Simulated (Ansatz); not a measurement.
# F2GeH6OSi: the cost of one run

Method: RKS PBE-D4/def2-SVP, in Ansatz 0.2.0.

**1. The starting structure**

Bond lengths: Ge1–F3 1.680 Å, Ge1–F4 1.679 Å, Ge1–O5 1.769 Å, O5–H6 1.010 Å, Ge1–Si7 2.610 Å, Si7–H8 1.460 Å, Si7–H9 1.460 Å, Si7–H10 1.460 Å. Angles: F3–Ge1–F4 109.5°, F3–Ge1–O5 109.5°, F3–Ge1–Si7 67.2°, F4–Ge1–O5 109.5°, F4–Ge1–Si7 176.6°, O5–Ge1–Si7 72.8°, Ge1–O5–H6 109.5°, Ge1–Si7–H8 109.5°, Ge1–Si7–H9 109.5°, Ge1–Si7–H10 109.5°, H8–Si7–H9 109.4°, H8–Si7–H10 109.4°, H9–Si7–H10 109.4°.

Structure file:

```xyz
11

Ge    0.0000    0.0000    0.0000
H     0.0000    0.0000    1.9000
F     1.5842    0.0000   -0.5594
F    -0.7913    1.3709   -0.5594
O    -0.8337   -1.4443   -0.5894
H    -1.2883   -1.9100    0.1830
Si    1.3622   -2.0686    0.8230
H     0.5435   -3.2713    0.7008
H     2.5654   -2.2150    0.0091
H     1.7408   -1.8783    2.2202
H     0.5335   -0.8101    1.9684
```

**2. Pulling towards end A**

Springs on the bonds that form and break draw the guess towards this end; the thresholds are loose.

Contents of input.yaml:

```yaml
crystal:
  periodic: [false, false, false]
  atoms:
    - { symbol: Ge, position_ang: [0.0, 0.0, 0.0] }
    - { symbol: H, position_ang: [0.0, 0.0, 1.9] }
    - { symbol: F, position_ang: [1.5842, 0.0, -0.5594] }
    - { symbol: F, position_ang: [-0.7913, 1.3709, -0.5594] }
    - { symbol: O, position_ang: [-0.8337, -1.4443, -0.5894] }
    - { symbol: H, position_ang: [-1.2883, -1.91, 0.183] }
    - { symbol: Si, position_ang: [1.3622, -2.0686, 0.823] }
    - { symbol: H, position_ang: [0.5435, -3.2713, 0.7008] }
    - { symbol: H, position_ang: [2.5654, -2.215, 0.0091] }
    - { symbol: H, position_ang: [1.7408, -1.8783, 2.2202] }
    - { symbol: H, position_ang: [0.5335, -0.8101, 1.9684] }
basis:
  gaussian: { orbitals: def2-SVP }
hamiltonian:
  xc: pbe
  dispersion: d4
relax:
  f_tol: 0.15
  max_steps: 25
  restrain:
    - { distance: [0, 6], at: 3.51, k: 30.0 }
    - { distance: [10, 1], at: 1.86, k: 30.0 }
    - { distance: [0, 1], at: 1.55, k: 30.0 }
    - { distance: [10, 6], at: 1.46, k: 30.0 }
output:
  orbitals: {}
```

Started as:

```console
ansatz run input.yaml --threads 4 --pin off --max-ram 5120MiB --backend cpu --events-out ev --progress --plain --runs-dir out
```

**Question.** How long does this run take on 4 threads of Intel Xeon Platinum 8488C (Sapphire Rapids), shared host, and how much memory does it need?

About 16 s, with a peak of 0.2 GiB.
